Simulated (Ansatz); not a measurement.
# SiGeH5+: one structure at several levels

The task here is to estimate one member of a computed series from the others.

Computed with Ansatz 0.2.0, Gaussian basis. Level: single points in def2-TZVPP.

Correlated methods freeze the cores. Filled d shells of the heavier atoms are correlated.

## The starting structure

SMILES `[SiH2+][GeH3]`, 7 atoms, charge 1, spin multiplicity 1.

Atoms are counted from 1 here; the program's logs count them from 0.

Bond lengths: Si1–Ge2 2.580 Å, Si1–H3 1.598 Å, Si1–H4 1.288 Å, Ge2–H5 1.624 Å, Ge2–H6 1.451 Å, Ge2–H7 1.488 Å. Angles: Ge2–Si1–H3 111.6°, Ge2–Si1–H4 127.4°, H3–Si1–H4 120.6°, Si1–Ge2–H5 98.0°, Si1–Ge2–H6 115.9°, Si1–Ge2–H7 111.8°, H5–Ge2–H6 116.6°, H5–Ge2–H7 116.1°, H6–Ge2–H7 99.3°.

As a file:

```xyz
7
charge 1, multiplicity 1
Si   -0.4547   -1.4327   -0.0535
Ge    0.3124    1.0301   -0.0791
H    -0.0322   -2.1673    1.3013
H    -1.2043   -2.0286   -0.9154
H    -0.2496    1.4261   -1.5509
H    -0.1420    1.8476    1.0306
H     1.7827    1.1542    0.1154
```

Set-up of the first run:

The input, run/in.yaml:

```yaml
crystal:
  periodic: [false, false, false]
  atoms:
    - {symbol: Si, position_ang: [-0.454700, -1.432700, -0.053500]}
    - {symbol: Ge, position_ang: [0.312400, 1.030100, -0.079100]}
    - {symbol: H, position_ang: [-0.032200, -2.167300, 1.301300]}
    - {symbol: H, position_ang: [-1.204300, -2.028600, -0.915400]}
    - {symbol: H, position_ang: [-0.249600, 1.426100, -1.550900]}
    - {symbol: H, position_ang: [-0.142000, 1.847600, 1.030600]}
    - {symbol: H, position_ang: [1.782700, 1.154200, 0.115400]}
basis:
  gaussian: {orbitals: def2-TZVPP}
total_charge: 1
correlation: {method: ccsd_t}
output: {forces: true}
```

No record of the launch command was kept for these runs.

Steps of the session up to this table: CCSD(T)/def2-TZVPP; PBE0-D4/def2-TZVPP; wB97M-V/def2-TZVPP; r2SCAN-D4/def2-TZVPP; PBE-D4/def2-TZVPP; BLYP-D4/def2-TZVPP; wB97X-V/def2-TZVPP.

One of the session's tables, all rows but one given; the rest of the session is left out.

```
   method  RMS force component (eV/Å)  angle to CCSD(T) forces (°)
  CCSD(T)                       2.274                    reference
  PBE0-D4                       2.305                          1.6
  wB97M-V                       2.251                          0.9
r2SCAN-D4                           ?                            ?
   PBE-D4                       2.311                          4.1
  BLYP-D4                       2.251                          3.4
  wB97X-V                       2.304                          0.3
```

Q: Estimate the row for r2SCAN-D4 from the others.

As computed: RMS force component (eV/Å): 2.297; angle to CCSD(T) forces (°): 1.7. In the column «RMS force component (eV/Å)» it lies between CCSD(T) (2.274) and wB97X-V (2.304).
